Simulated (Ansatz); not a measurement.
# In2Ga3As5: the cost of one run

Method: DFT PBE, scalar-relativistic, plane waves, PAW, in Ansatz 0.2.0.

## (1) The system as given

The structure is trigonal, space group R3m (No. 160). Conventional cell: a = 3.998 Å, b = 3.998 Å, c = 48.971 Å, α = 90.00°, β = 90.00°, γ = 120.00°. In (site symmetry 3m) has 4 As at 2.45 Å in its first shell of neighbours. Ga (site symmetry 3m) has 4 As at 2.45 Å in its first shell of neighbours. As (site symmetry 3m) has 3 In at 2.45 Å and 1 Ga at 2.45 Å in its first shell of neighbours. As (site symmetry 3m) is surrounded by 3 Ga at 2.45 Å and 1 In at 2.45 Å. Around As (site symmetry 3m) lie 4 Ga at 2.45 Å. Only part of the 10 independent sites is listed.

As a file:

```cif
data_structure
_symmetry_space_group_name_H-M 'R3m:H'
_symmetry_Int_Tables_number 160
_cell_length_a 3.9985
_cell_length_b 3.9985
_cell_length_c 48.9710
_cell_angle_alpha 90.000
_cell_angle_beta 90.000
_cell_angle_gamma 120.000
_cell_volume 678.04
loop_
_atom_site_label
_atom_site_type_symbol
_atom_site_symmetry_multiplicity
_atom_site_Wyckoff_symbol
_atom_site_fract_x
_atom_site_fract_y
_atom_site_fract_z
_atom_site_occupancy
In1 In 3 a 0.33333 0.66667 0.26667 1
In2 In 3 a 0.33333 0.66667 0.06667 1
Ga1 Ga 3 a 0.00000 0.00000 0.00000 1
Ga2 Ga 3 a 0.00000 0.00000 0.20000 1
Ga3 Ga 3 a 0.66667 0.33333 0.13333 1
As1 As 3 a 0.66667 0.33333 0.28333 1
As2 As 3 a 0.33333 0.66667 0.21667 1
As3 As 3 a 0.00000 0.00000 0.15000 1
As4 As 3 a 0.66667 0.33333 0.08333 1
As5 As 3 a 0.33333 0.66667 0.01667 1
```

The start is an ordering of an alloy on its end members' structure types: elements ordered on the sites of the InAs type, Ga/In on In (R3m, No. 160).

## (2) The guess as it stands, on a coarse mesh

The input, input.yaml:

```yaml
crystal:
  lattice:
    - [1.99923333, 1.1542579, 16.32367182]
    - [-1.99923333, 1.1542579, 16.32367182]
    - [0.0, -2.30851581, 16.32367182]
  atoms:
    - { symbol: In, position: [0.4, 0.4, 0.4] }
    - { symbol: In, position: [0.6, 0.6, 0.6] }
    - { symbol: Ga, position: [0.0, 0.0, 0.0] }
    - { symbol: Ga, position: [0.8, 0.8, 0.8] }
    - { symbol: Ga, position: [0.2, 0.2, 0.2] }
    - { symbol: As, position: [0.05, 0.05, 0.05] }
    - { symbol: As, position: [0.45, 0.45, 0.45] }
    - { symbol: As, position: [0.85, 0.85, 0.85] }
    - { symbol: As, position: [0.25, 0.25, 0.25] }
    - { symbol: As, position: [0.65, 0.65, 0.65] }
basis:
  ecutwfc: 420
kpoints:
  mp_grid: { grid: [6, 6, 6] }
hamiltonian:
  xc: pbe
scf:
  occupations: { method: gaussian, width: 0.1 }
  lower_state_search: "off"
output:
  forces: true
  stress: true
  eigenvalues: true
```

Started as:

```bash
> ansatz run input.yaml --threads 4 --pin off --max-ram 8192MiB --backend cpu --events-out ev --progress --plain --runs-dir out
```

What time and memory should one allow on 4 threads of AMD EPYC (Zen 3), shared host?

About 46 s, with a peak of 0.94 GiB.
